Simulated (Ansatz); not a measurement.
Working through an SCF with some post-processing of Zn, space group Fm-3m

With the Ansatz DFT code, driven from Python.

The script reads `POSCAR`:
```text
Zn
1.0
   0.00000000    1.96477600    1.96477600
   1.96477600    0.00000000    1.96477600
   1.96477600    1.96477600    0.00000000
Zn
1
Direct
   0.00000000    0.00000000    0.00000000
```

The cells in order, each with its output:

```python
from pathlib import Path

import ansatz
from ase.io import read
import matplotlib.pyplot as plt
import numpy as np
from pymatgen.analysis.ewald import EwaldSummation
from pymatgen.core import Structure
```

```python
atoms = read('POSCAR', format='vasp')
cell = ansatz.Crystal.from_ase(atoms)
```

```python
job = cell.calculation()
job = job.functional(ansatz.Functional.R2SCAN).pseudopotentials('nc')
job = job.accuracy('high')
job = job.kpoints(10, 10, 10).occupations('methfessel_paxton', width=0.05)
job = job.scf(tolerance=1e-07)
job = job.density()
job = job.density_of_states(energy_step=0.05, method='smearing', broadening_width=0.15).potential()
job = job.electron_localization_function()
job = job.output_files(volumetric_format='npy')
result = job.run()
rep = result.report
```

    DeckWarning: basis.ecutwfc = 1306.14654 eV, auto-derived from the records' recommended cutoffs: set by Zn (normal level)

```python
rep['kweights']
```

    [0.001, 0.008, 0.008, 0.008, 0.008, 0.004, 0.006, 0.024, 0.024, 0.024, 0.024, 0.024, 0.024, 0.024,
     0.012, 0.006, 0.024, 0.024, 0.024, 0.024, 0.024, 0.012, 0.006, 0.024, 0.024, 0.024, 0.012, 0.006,
     0.024, 0.012, 0.003, 0.024, 0.048, 0.048, 0.024, 0.024, 0.048, 0.048, 0.048, 0.024, 0.024, 0.048,
     0.024, 0.012, 0.024, 0.024, 0.012]

```python
print(f'free energy      {rep["free_energy_ev"]:.5f} eV')
print(f'per atom         {rep["free_energy_ev"] / len(result.lattice.sites):.5f} eV')
print(f'SCF iterations   {rep["n_iterations"]}  (converged: {rep["converged"]})')

field = sum(channel.density_e_per_ang3 for channel in result.density().channels[:2])
fig, ax = plt.subplots(figsize=(4, 3.4))
shown = ax.imshow(np.log10(np.clip(field[:, :, 0].T, 1e-3, None)), origin='lower', extent=(0, 1, 0, 1))
fig.colorbar(shown, label='log10 density (e/A^3)')
ax.set(xlabel='fraction of grid vector 1', ylabel='fraction of grid vector 2')
fig.savefig('density_plane.png', dpi=100)
print(f'plane through the origin: {field[:, :, 0].min():.4f} to {field[:, :, 0].max():.4f} e/A^3')
```

    free energy      -6723.90895 eV
    per atom         -6723.90895 eV
    SCF iterations   7  (converged: True)
    plane through the origin: 0.1661 to 35.5374 e/A^3

```python
dos = result.density_of_states()
energy = np.asarray(dos.energies_ev) - dos.fermi_ev
states, count = np.asarray(dos.spin_summed_g_bin_mean_per_ev), np.asarray(dos.spin_summed_integrated)
g_fermi = float(np.interp(0.0, energy, states))
print(f'g(E_F) = {g_fermi:.3f} states/eV per cell')
# Sommerfeld coefficient of bare band electrons: pi^2 k_B^2 g / 3
gamma = np.pi ** 2 / 3 * 8.617333e-5 ** 2 * g_fermi * 96485.33e3 / len(result.lattice.sites)
print(f'bare Sommerfeld coefficient {gamma:.2f} mJ/(mol of atoms K^2)')
for low, high in ((-10, -6), (-6, -3), (-3, 0), (0, 3)):
    print(f'states between {low} and {high} eV: {np.interp(high, energy, count) - np.interp(low, energy, count):.3f}')
```

    g(E_F) = 0.452 states/eV per cell
    bare Sommerfeld coefficient 1.07 mJ/(mol of atoms K^2)
    states between -10 and -6 eV: 10.495
    states between -6 and -3 eV: 0.675
    states between -3 and 0 eV: 0.753
    states between 0 and 3 eV: 0.843

```python
final = Structure(result.lattice.cell_ang, [s.symbol for s in result.lattice.sites], [s.position_frac for s in result.lattice.sites])
# check the ion-ion term with an independent Ewald sum
ions = final.copy()
ions.add_oxidation_state_by_site([rep['n_electrons'] / len(ions)] * len(ions))
print(f'Ewald sum by pymatgen {EwaldSummation(ions).total_energy:.4f} eV, by the run {rep["components"]["e_ewald"]:.4f} eV')
```

    Ewald sum by pymatgen -3360.1992 eV, by the run -3360.1993 eV

```python
folder = Path(result.write_results('fields'))
print('densities in e/A^3, potentials in eV, ELF without unit')
for name in sorted(p.name for p in folder.glob('*.npy')):
    field = np.load(folder / name)
    print(f'{name:16s} {str(field.shape):16s} min {field.min():10.4f}  mean {field.mean():10.4f}  max {field.max():10.4f}')
```

    densities in e/A^3, potentials in eV, ELF without unit
    elf.npy          (40, 40, 40)     min     0.0433  mean     0.2689  max     0.7566
    rho.npy          (40, 40, 40)     min     0.1005  mean     1.3184  max    35.6390
    v_es.npy         (40, 40, 40)     min  -113.1713  mean     7.1110  max    16.7739
    v_tot.npy        (40, 40, 40)     min  -237.5959  mean    -6.0047  max     8.5464

The settings weren't tested for convergence. Such functionals run on norm-conserving files made under PBE, which can move pressures by some GPa. The mesh is modest for a metal, so energies can be off by several to tens of meV an atom and pressures by half a GPa or more; differences at equal mesh fare better. Grid values close to the nuclei reflect the PAW or pseudopotential construction, not the all-electron fields. This isn't the structure that Zn takes at ambient conditions. Warnings are shown shortened and without file and line. The density of states is complete only as far up as bands were computed. Wall time of the script: 7.6 s on 1 thread of Arm Neoverse V1, on a shared host, peak memory 0.45 GiB.

(Lines on the test bed's own set-up are left out of the output.)
